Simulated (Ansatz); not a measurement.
Geometry optimisation, DFT PBE, scalar-relativistic, plane waves, PAW in Ansatz.

Input file:

```yaml
crystal:
  lattice:
    - [8.1, 0.0, 0.0]
    - [0.0, 8.1, 0.0]
    - [0.0, 0.0, 8.1]
  atoms:
    - { symbol: Al, position: [0.5, 0.0, 0.0] }
    - { symbol: Al, position: [0.75, 0.25, 0.0] }
    - { symbol: Al, position: [0.75, 0.0, 0.25] }
    - { symbol: Al, position: [0.0, 0.0, 0.0] }
    - { symbol: Al, position: [0.25, 0.25, 0.0] }
    - { symbol: Al, position: [0.5, 0.5, 0.0] }
    - { symbol: Al, position: [0.75, 0.75, 0.0] }
    - { symbol: Al, position: [0.25, 0.0, 0.25] }
    - { symbol: Al, position: [0.5, 0.25, 0.25] }
    - { symbol: Al, position: [0.75, 0.5, 0.25] }
    - { symbol: Al, position: [0.5, 0.0, 0.5] }
    - { symbol: Al, position: [0.75, 0.25, 0.5] }
    - { symbol: Al, position: [0.75, 0.0, 0.75] }
    - { symbol: Al, position: [0.0, 0.5, 0.0] }
    - { symbol: Al, position: [0.25, 0.75, 0.0] }
    - { symbol: Al, position: [0.0, 0.25, 0.25] }
    - { symbol: Al, position: [0.25, 0.5, 0.25] }
    - { symbol: Al, position: [0.5, 0.75, 0.25] }
    - { symbol: Al, position: [0.0, 0.0, 0.5] }
    - { symbol: Al, position: [0.25, 0.25, 0.5] }
    - { symbol: Al, position: [0.5, 0.5, 0.5] }
    - { symbol: Al, position: [0.75, 0.75, 0.5] }
    - { symbol: Al, position: [0.25, 0.0, 0.75] }
    - { symbol: Al, position: [0.5, 0.25, 0.75] }
    - { symbol: Al, position: [0.75, 0.5, 0.75] }
    - { symbol: Al, position: [0.0, 0.75, 0.25] }
    - { symbol: Al, position: [0.0, 0.5, 0.5] }
    - { symbol: Al, position: [0.25, 0.75, 0.5] }
    - { symbol: Al, position: [0.0, 0.25, 0.75] }
    - { symbol: Al, position: [0.25, 0.5, 0.75] }
    - { symbol: Al, position: [0.5, 0.75, 0.75] }
    - { symbol: Al, position: [0.0, 0.75, 0.75] }
    - { symbol: Li, position: [0.25172169, -0.00215116, 0.48905092] }
basis:
  ecutwfc: 420.0
kpoints:
  mp_grid: { grid: [3, 3, 3] }
hamiltonian:
  xc: pbe
scf:
  occupations: { method: gaussian, width: 0.05 }
  lower_state_search: "off"
relax:
  f_tol: 0.03
  max_steps: 60
  adjacent_minimum: "off"
```

Run as:

```bash
$ ansatz run input.yaml --threads 4 --pin off --max-ram 10240MiB --backend cpu --events-out ev --progress --plain --runs-dir out
```

Problem. Where does it end, and by what steps?

Solution. It converged. Limits of this set-up: coarse k mesh, a small cell, in which the defect meets its images. After 5 steps the energy has fallen by 2.129 eV; Al8 moved furthest, 0.54 Å.

```csv
step,energy less start (eV),largest force component (eV/Å),accepted
0,0.0000,3.583,yes
1,-1.3137,2.004,yes
2,-2.0428,0.351,yes
3,-2.1251,0.049,yes
4,-2.1262,0.103,yes
5,-2.1292,0.008,yes
```

```xyz
33
Lattice="8.1000 0.0000 0.0000 0.0000 8.1000 0.0000 0.0000 0.0000 8.1000" Properties=species:S:1:pos:R:3
Al 4.154 0.000 -0.050
Al 6.074 2.054 0.043
Al 6.077 0.000 1.972
Al -0.104 0.000 -0.051
Al 2.025 2.129 -0.051
Al 4.079 4.051 0.043
Al 6.074 6.046 0.043
Al 2.023 0.002 1.480
Al 3.992 1.964 2.070
Al 6.074 4.051 2.021
Al 4.353 0.002 4.121
Al 6.077 2.101 4.056
Al 6.077 0.000 6.156
Al -0.029 4.051 0.043
Al 2.025 5.971 -0.050
Al 0.058 1.967 2.068
Al 2.025 4.048 1.972
Al 3.988 6.137 2.073
Al -0.293 0.002 4.119
Al 2.024 2.317 4.119
Al 4.126 4.048 4.056
Al 6.077 5.999 4.056
Al 2.025 0.000 6.217
Al 4.072 2.046 6.088
Al 6.074 4.051 6.117
Al 0.061 6.134 2.070
Al -0.076 4.048 4.056
Al 2.024 5.770 4.121
Al -0.023 2.047 6.089
Al 2.025 4.048 6.156
Al 4.071 6.054 6.086
Al -0.021 6.053 6.087
Li 2.032 -0.009 3.764
```

Whether the end is a true minimum wasn't checked by a vibrational analysis.

Run time: 53 s on 4 threads of Intel(R) Xeon(R) Platinum 8259CL CPU @ 2.50GHz (Skylake/Cascade Lake), on a shared host, peak memory 1.4 GiB.
